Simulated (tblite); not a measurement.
# C6H10OSSi: the cost of one run

Computed with tblite 0.8.0 and PySCF 2.14.0, with density-fitted response routines of our own, on a single molecule in the gas phase. Atoms count from 0, in the outputs and in this text.

## Step 1: Starting geometry

19 atoms, charge 0, multiplicity 1; geometry from: force field or distance geometry start.

Bonds of the start (Å): C0–C1 1.20, C1–C2 1.49, C2–C3 1.52, C3–S4 1.79, S4–O5 1.52, S4–C6 1.81, C6–Si7 1.87, Si7–C8 1.86, C6–C2 1.49, C0–H9 1.08, C2–H10 1.13, C3–H11 1.09, C3–H12 1.14, C6–H13 1.11, Si7–H14 1.47, Si7–H15 1.47, C8–H16 1.10, C8–H17 1.10, C8–H18 1.12.

## Step 2: Relaxing the molecule with GFN2-xTB

The job: settings as JSON, then the geometry in Å.

```
{"job": {"kind": "relax", "xc": "GFN2-xTB", "basis": "xTB"}, "charge": 0, "multiplicity": 1}
C     -3.606500     1.066400    -0.419100
C     -2.523800     0.564300    -0.568700
C     -1.194800    -0.079700    -0.727100
C     -1.269300    -1.555400    -0.379400
S     -0.233900    -1.278100     1.052000
O      1.083700    -2.016800     0.897400
C     -0.201600     0.364000     0.290800
Si     1.460000     0.692200    -0.503900
C      2.876700     0.446700     0.674800
H     -4.589100     1.504300    -0.303300
H     -0.861200     0.069500    -1.794400
H     -0.884200    -2.176900    -1.189800
H     -2.329900    -1.782800    -0.043300
H     -0.501400     1.177500     0.982700
H      1.530700     2.028100    -1.107100
H      1.647800    -0.275300    -1.598200
H      2.776600    -0.445300     1.308400
H      2.952100     1.360200     1.288600
H      3.858300     0.346400     0.147400
```

On the command line:

```sh
> OMP_NUM_THREADS=1 python probes_run.py task.json out
```

One launch serves the whole session: the jobs run in the order shown.

**Question.** How long does this first job take on 1 thread of Arm Neoverse V1, shared host?

About 1.1 s.
